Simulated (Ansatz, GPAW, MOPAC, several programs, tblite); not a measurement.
# Many methods on one cell: OsClBr (Janus 2H monolayer)

A free-standing Janus 2H monolayer of OsClBr, relaxed with r2SCAN in Ansatz, was computed with several methods. The sheet's in-plane cell has a = 3.541 Å, b = 3.541 Å (γ = 120.0°), and its outermost atoms lie 3.08 Å apart along the normal. Around Os lie 3 Br at 2.39 Å and 3 Cl at 2.75 Å; around Cl lie 3 Os at 2.75 Å; around Br lie 3 Os at 2.39 Å. Spin-unpolarised throughout. Whether this structure exists isn't addressed.

```xyz
3
Lattice="3.5407 0.0000 0.0000 -1.7703 3.0663 0.0000 0.0000 0.0000 30.3613" Properties=species:S:1:pos:R:3 pbc="T T F"
Os    0.0000    2.0442    8.7984
Cl    1.7703    1.0221   10.6394
Br    1.7703    1.0221    7.5622
```
Two periodic directions, a and b.

Gaps and times are for a single point on this cell. Times are rough, from shared hosts (Arm Neoverse N1), and each method has its own mesh and cell size. PM7 (MOPAC): levels, charges or heat of formation failed a check of plausibility, so no values are given. PM6 (MOPAC), PM7 (MOPAC), GFN1-xTB (tblite), GFN2-xTB (tblite) treat a cluster of cells at its zone centre, which samples few k points: where these miss a band edge, the gap comes out too large for that reason alone. Gaps from k meshes are read at a limited set of points (mesh, symmetry points, PBE's band edges), so each method's own least gap may be somewhat smaller. xTB and the PM methods were fitted mostly to molecules, and can miss a solid's gap by electronvolts. Minimal bases can be far off for gaps. GLLB-SC's gap includes the derivative discontinuity. d marks a direct gap, i an indirect one (no mark: not told apart), a dash a value that wasn't computed or didn't pass its checks.

```json
{"method": "GFN1-xTB (tblite)", "kind": "tight binding", "gap (eV)": "0.61", "atoms computed": "27", "processor time": "1.8 s"}
{"method": "GFN2-xTB (tblite)", "kind": "tight binding", "gap (eV)": "0.45", "atoms computed": "27", "processor time": "2.1 s"}
{"method": "light PBE (260 eV and a coarse mesh)", "kind": "light plane-wave", "gap (eV)": "0.34 i", "atoms computed": "3", "processor time": "8.6 s"}
{"method": "PM7 (MOPAC)", "kind": "semi-empirical", "gap (eV)": "–", "atoms computed": "27", "processor time": "9.9 s"}
{"method": "PBE/single zeta (GPAW)", "kind": "small basis", "gap (eV)": "0.38 i", "atoms computed": "3", "processor time": "18 s"}
{"method": "PM6 (MOPAC)", "kind": "semi-empirical", "gap (eV)": "3.80", "atoms computed": "27", "processor time": "30 s"}
{"method": "PBE", "kind": "semilocal", "gap (eV)": "0.35 i", "atoms computed": "3", "processor time": "31 s"}
{"method": "r2SCAN", "kind": "semilocal", "gap (eV)": "0.62 i", "atoms computed": "3", "processor time": "80 s"}
{"method": "GLLB-SC (GPAW)", "kind": "model potential", "gap (eV)": "0.94", "atoms computed": "3", "processor time": "3.6 min"}
```

Against r2SCAN (0.62 eV) and with closed or daggered gaps left aside, the nearest gap at the points sampled is that of GFN1-xTB (tblite) (-0.01 eV) and the farthest that of PM6 (MOPAC) (+3.18 eV). r2SCAN is only a yardstick of convenience: semilocal gaps usually lie below measured ones, which GLLB-SC and hybrids aim to mend.

Spin-orbit coupling is left out, which matters wherever the heavy atoms make up the band edges.
